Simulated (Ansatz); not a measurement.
# C₁₀H₁₁ClOZr: small, medium and large basis sets

Aim: see how fast density functionals converge with the basis set for C₁₀H₁₁ClOZr.

Program: Ansatz 0.2.0, Gaussian basis. Level of theory: one geometry, several basis sets. These are calculated values, not measurements.

Plan: PBE0-D4/def2-SVP; ωB97M-V/def2-SVP; PBE0-D4/def2-QZVPP; ωB97M-V/def2-QZVPP; the functionals' def2-TZVPP values are taken from earlier runs.

## (1) The geometry

All runs share one geometry, relaxed beforehand with PBE0-D4 in a triple-zeta def2 set. Zr takes the def2 core potential; no spin-orbit term is included.

SMILES `[OH][Zr]12345678([Cl])([C@H]9[C@@H]1[C@@H]2[C@@H]3[C@H]94)[C@H]1[C@@H]5[C@@H]6[C@@H]7[C@H]18`, 24 atoms, charge 0, spin multiplicity 1.

Atoms are counted from 1 here; the program's logs count them from 0.

Bond lengths: O1–Zr2 1.975 Å, O1–H14 0.957 Å, Zr2–Cl3 2.437 Å, Zr2–C4 2.547 Å, Zr2–C5 2.546 Å, Zr2–C6 2.539 Å, Zr2–C7 2.525 Å, Zr2–C8 2.510 Å, Zr2–C9 2.517 Å, Zr2–C10 2.524 Å, Zr2–C11 2.546 Å, Zr2–C12 2.538 Å, Zr2–C13 2.527 Å, C4–C5 1.405 Å, C4–C8 1.410 Å, C4–H15 1.080 Å, C5–C6 1.415 Å, C5–H16 1.079 Å and more. Angles: Zr2–O1–H14 124.6°, O1–Zr2–Cl3 100.7°, O1–Zr2–C4 80.3°, O1–Zr2–C5 95.1°, O1–Zr2–C6 127.4°, O1–Zr2–C7 131.9°, O1–Zr2–C8 100.4°, O1–Zr2–C9 109.4°, O1–Zr2–C10 131.6°, O1–Zr2–C11 110.7°, O1–Zr2–C12 80.6°, O1–Zr2–C13 79.7°, Cl3–Zr2–C4 114.0°, Cl3–Zr2–C5 83.4°, Cl3–Zr2–C6 80.5°, Cl3–Zr2–C7 109.0°, Cl3–Zr2–C8 133.4°, Cl3–Zr2–C9 130.0° and more.

## (2) PBE0-D4 in def2-SVP

Input file in.yaml:

```yaml
crystal:
  periodic: [false, false, false]
  atoms:
    - {symbol: O, position_ang: [-1.149794, -0.154793, -2.056944]}
    - {symbol: Zr, position_ang: [-0.370786, 0.359440, -0.316302]}
    - {symbol: Cl, position_ang: [-1.396292, 2.545832, 0.012221]}
    - {symbol: C, position_ang: [-1.832409, -1.590214, 0.424791]}
    - {symbol: C, position_ang: [-2.348395, -0.452043, 1.066171]}
    - {symbol: C, position_ang: [-1.377133, 0.006553, 1.987966]}
    - {symbol: C, position_ang: [-0.261721, -0.840119, 1.902538]}
    - {symbol: C, position_ang: [-0.531112, -1.821176, 0.915374]}
    - {symbol: C, position_ang: [2.051862, -0.318775, -0.251135]}
    - {symbol: C, position_ang: [1.987577, 0.959823, 0.352663]}
    - {symbol: C, position_ang: [1.637149, 1.890323, -0.645434]}
    - {symbol: C, position_ang: [1.467332, 1.192099, -1.856092]}
    - {symbol: C, position_ang: [1.730485, -0.172090, -1.614553]}
    - {symbol: H, position_ang: [-2.040145, -0.484439, -2.177799]}
    - {symbol: H, position_ang: [-2.324651, -2.171834, -0.340105]}
    - {symbol: H, position_ang: [-3.304444, 0.012799, 0.878609]}
    - {symbol: H, position_ang: [-1.469952, 0.879225, 2.615779]}
    - {symbol: H, position_ang: [0.646663, -0.755097, 2.479636]}
    - {symbol: H, position_ang: [0.125337, -2.624691, 0.616562]}
    - {symbol: H, position_ang: [2.314781, -1.241435, 0.243712]}
    - {symbol: H, position_ang: [2.178076, 1.186390, 1.391480]}
    - {symbol: H, position_ang: [1.475885, 2.946027, -0.496043]}
    - {symbol: H, position_ang: [1.141195, 1.615905, -2.793513]}
    - {symbol: H, position_ang: [1.650483, -0.967740, -2.339584]}
basis:
  gaussian: {orbitals: def2-SVP}
hamiltonian: {xc: pbe0, dispersion: d4}
output: {orbitals: {seedname: orbitals}}
```

Run with:

```sh
ansatz run in.yaml --threads 11 --pin off --events-out ev --progress --plain --max-ram 166912MiB --backend cpu
```

Further steps of the session: ωB97M-V in def2-SVP; PBE0-D4 in def2-QZVPP; ωB97M-V in def2-QZVPP.

Before running them: what should the planned runs give, taken together? Wanted: PBE0-D4: double and triple zeta above quadruple; ωB97M-V: double and triple zeta above quadruple.

The runs gave:

| quantity | value |
| --- | --- |
| PBE0-D4: double and triple zeta above quadruple | 19.34, 1.10 eV |
| ωB97M-V: double and triple zeta above quadruple | 19.81, 1.04 eV |

In words: PBE0-D4 gains 18.24 eV from double to triple zeta, then 1.10 eV more. Total energies overstate the basis error of differences, where much of it tends to cancel.
